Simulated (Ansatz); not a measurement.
# CH8FNSi2: up Jacob's ladder to CCSD(T)

The task here is to estimate one member of a computed series from the others.

The runs use Ansatz 0.2.0, Gaussian basis; functionals in def2-TZVPP, the program's frozen cores in correlated methods.

The runs, in order: PBE-D4, r2SCAN-D4, PBE0-D4, B3LYP-D4, ωB97X-V, ωB97M-V, B2PLYP; CCSD(T)/def2-TZVPP; MP2/def2-QZVPP; extrapolation to the limit.

### The geometry

All runs share one geometry, relaxed beforehand with PBE0-D4 in a triple-zeta def2 set.

SMILES `C[SiH](F)N[SiH3]`, 13 atoms, charge 0, spin multiplicity 1.

Atoms are counted from 1 here; the program's logs count them from 0.

Bond lengths: C1–Si2 1.850 Å, C1–H6 1.092 Å, C1–H7 1.092 Å, C1–H8 1.093 Å, Si2–F3 1.606 Å, Si2–N4 1.713 Å, Si2–H9 1.483 Å, N4–Si5 1.730 Å, N4–H10 1.011 Å, Si5–H11 1.487 Å, Si5–H12 1.488 Å, Si5–H13 1.484 Å. Angles: Si2–C1–H6 110.9°, Si2–C1–H7 111.4°, Si2–C1–H8 110.0°, H6–C1–H7 108.3°, H6–C1–H8 108.3°, H7–C1–H8 107.8°, C1–Si2–F3 107.0°, C1–Si2–N4 112.2°, C1–Si2–H9 113.4°, F3–Si2–N4 111.1°, F3–Si2–H9 105.7°, N4–Si2–H9 107.3°, Si2–N4–Si5 130.5°, Si2–N4–H10 114.0°, Si5–N4–H10 115.0°, N4–Si5–H11 111.7°, N4–Si5–H12 111.4°, N4–Si5–H13 107.6° and more.

The first run:

File in.yaml:

```yaml
crystal:
  periodic: [false, false, false]
  atoms:
    - {symbol: C, position_ang: [-1.140034, -0.557279, 1.370130]}
    - {symbol: Si, position_ang: [0.285630, -1.173956, 0.364819]}
    - {symbol: F, position_ang: [-0.295456, -2.282569, -0.641877]}
    - {symbol: N, position_ang: [1.068588, 0.087452, -0.490096]}
    - {symbol: Si, position_ang: [0.415803, 1.475621, -1.289695]}
    - {symbol: H, position_ang: [-0.807791, 0.178441, 2.106124]}
    - {symbol: H, position_ang: [-1.900737, -0.091693, 0.739609]}
    - {symbol: H, position_ang: [-1.609114, -1.388199, 1.902318]}
    - {symbol: H, position_ang: [1.319165, -1.867003, 1.171920]}
    - {symbol: H, position_ang: [2.053198, -0.075382, -0.653366]}
    - {symbol: H, position_ang: [0.675627, 1.440387, -2.753856]}
    - {symbol: H, position_ang: [1.004095, 2.735189, -0.759064]}
    - {symbol: H, position_ang: [-1.048575, 1.484294, -1.052066]}
basis:
  gaussian: {orbitals: def2-TZVPP}
hamiltonian: {xc: pbe, dispersion: d4}
output: {forces: true, orbitals: {seedname: orbitals}}
```

Started as:

```sh
> ansatz run in.yaml --threads 4 --pin off --events-out ev --progress --plain --max-ram 10444MiB
```

Steps of the session up to this table: PBE-D4 (GGA); r2SCAN-D4 (meta-GGA); PBE0-D4 (hybrid); B3LYP-D4 (hybrid); ωB97X-V (range-separated); ωB97M-V (range-separated); B2PLYP (double hybrid); CCSD(T) in def2-TZVPP; MP2 in def2-QZVPP.

One of the session's tables, all rows but one given; the rest of the session is left out.

| method | atomisation energy (kJ/mol) |
| --- | --- |
| PBE-D4 | 4654.0 |
| r2SCAN-D4 | 4638.6 |
| PBE0-D4 | 4607.6 |
| B3LYP-D4 | 4651.0 |
| ωB97X-V | 4675.9 |
| ωB97M-V | 4665.7 |
| B2PLYP | 4599.9 |
| HF/def2-TZVPP | 3480.0 |
| MP2/def2-TZVPP | 4574.5 |
| CCSD/def2-TZVPP | 4485.0 |
| CCSD(T)/def2-TZVPP | 4534.9 |
| MP2/CBS | ? |
| CCSD(T)/CBS | 4662.6 |

Q: Estimate the row for MP2/CBS from the others.

As computed: atomisation energy (kJ/mol): 4702.2. In the column «atomisation energy (kJ/mol)» it is the highest.
